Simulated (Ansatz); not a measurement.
Run this with the Ansatz DFT code, driven from Python and show what comes out.

`ch4bse_freq.py`
```python
# -*- coding: utf-8 -*-
'''Harmonic frequencies of CH4BSe at its relaxed geometry.'''

import itertools

import ansatz
from ase.data import atomic_numbers, covalent_radii
import numpy as np


def main():
    geometry_ang = [
        ('C', (-0.7383, 0.5119, -0.1574)),
        ('B', (-0.2699, -0.9103, 0.1418)),
        ('Se', (1.4781, -1.1736, 1.0334)),
        ('H', (-1.7025, 0.5089, -0.67)),
        ('H', (-0.0652, 1.0642, -0.8566)),
        ('H', (-0.8829, 1.1421, 0.7768)),
        ('H', (2.2419, -1.2112, -0.3137)),
    ]
    mol = ansatz.Crystal.molecule()
    for symbol, xyz in geometry_ang:
        mol = mol.atom(symbol, xyz)

    job = (
        mol.calculation()
        .basis(gaussian='def2-SVP')  # atom-centred Gaussian functions
        .functional('PBE', dispersion='d4')
        .spin('collinear', total=1)  # spin-polarised run
    )
    symbols = [site.symbol for site in mol.cartesian_sites]
    start = np.array([site.position_ang for site in mol.cartesian_sites], dtype=float)
    rep = job.relax(force_tolerance=0.003, max_steps=100).run().report
    end = np.array(rep['positions_ang'])

    # pairs closer than 1.2 times the sum of covalent radii, before or after
    radius = [covalent_radii[atomic_numbers[s]] for s in symbols]
    span = lambda where, i, j: np.linalg.norm(where[i] - where[j])
    bonded = [(i, j) for i, j in itertools.combinations(range(len(symbols)), 2) if min(span(start, i, j), span(end, i, j)) < 1.2 * (radius[i] + radius[j])]
    print('pair        before    after (A)')
    for i, j in bonded:
        print(f'{symbols[i]}{i}-{symbols[j]}{j}'.ljust(10), f'{span(start, i, j):8.4f} {span(end, i, j):8.4f}')
    for first, second in list(itertools.combinations(bonded, 2)):
        shared = set(first) & set(second)
        if shared and symbols[(j := shared.pop())] != 'H':
            i, k = sorted((set(first) | set(second)) - {j})
            u, v = end[i] - end[j], end[k] - end[j]
            angle = np.degrees(np.arccos(np.clip(u @ v / np.linalg.norm(u) / np.linalg.norm(v), -1, 1)))
            print(f'final angle {symbols[i]}{i}-{symbols[j]}{j}-{symbols[k]}{k}: {angle:.2f} deg')

    # frequencies need a stationary point, so they are taken at the relaxed geometry
    minimum = ansatz.Crystal.molecule()
    for symbol, place in zip(symbols, end):
        minimum = minimum.atom(symbol, place.tolist())
    vibrating = (
        minimum.calculation()
        .basis(gaussian='def2-SVP')  # the orbital basis, by name
        .functional('PBE', dispersion='d4')
        .spin('collinear', total=1)  # spin-polarised run
        .phonons(temperatures=(298.15, 498.15, 100))
    )
    vib = vibrating.run().report['vibrations']
    sums = vib['harmonic_sums']
    modes = [m['omega_inv_cm'] for m in sums['modes_at_gamma'] if m['rigid_motion'] == 'no']
    print('frequencies (1/cm):', ' '.join(f'{w:.0f}' for w in modes))
    print('imaginary modes:', sum(w < 0 for w in modes), ' zero-point energy:', round(sums['zero_point_energy_ev'], 4), 'eV')
    print('T (K)   F_vib (eV)   S_vib (meV/K)   C_vib (meV/K)')
    for row in zip(sums['temperatures_k'], sums['vibrational_free_energy_ev'], vib['entropy_ev_per_k'], vib['heat_capacity_ev_per_k']):
        print(f'{row[0]:6.1f} {row[1]:11.4f} {1000 * row[2]:13.4f} {1000 * row[3]:15.4f}')


if __name__ == '__main__':
    main()
```

```console
$ python ch4bse_freq.py
pair        before    after (A)
C0-B1        1.5269   1.5515
C0-H3        1.0920   1.1119
C0-H4        1.1167   1.1132
C0-H5        1.1361   1.1120
B1-Se2       1.9798   1.8852
Se2-H6       1.5490   1.5153
final angle B1-C0-H3: 110.01 deg
final angle B1-C0-H4: 114.27 deg
final angle B1-C0-H5: 109.96 deg
final angle C0-B1-Se2: 136.83 deg
final angle H3-C0-H4: 108.31 deg
final angle H3-C0-H5: 105.62 deg
final angle H4-C0-H5: 108.29 deg
final angle B1-Se2-H6: 100.96 deg
frequencies (1/cm): 78 203 363 519 686 774 864 1100 1262 1359 1362 2109 2938 3028 3041
imaginary modes: 0  zero-point energy: 1.2203 eV
T (K)   F_vib (eV)   S_vib (meV/K)   C_vib (meV/K)
 298.1      1.1691        0.3737          0.4057
 398.1      1.1250        0.5083          0.5274
 498.1      1.0676        0.6378          0.6291
```

Caveats:
- The frequencies are harmonic and unscaled, in a modest basis. The result belongs to the one conformer reached from this start, and soft torsions count as harmonic oscillators.
- The species is open-shell (spin multiplicity 2).
- The whole script took 2.6 min on 1 thread of Arm Neoverse V1, on a shared host, peak memory 0.24 GiB.

(A comment or docstring line of the script was reworded after the run, the code is as it ran; lines on the test bed's own set-up are left out of the output.)
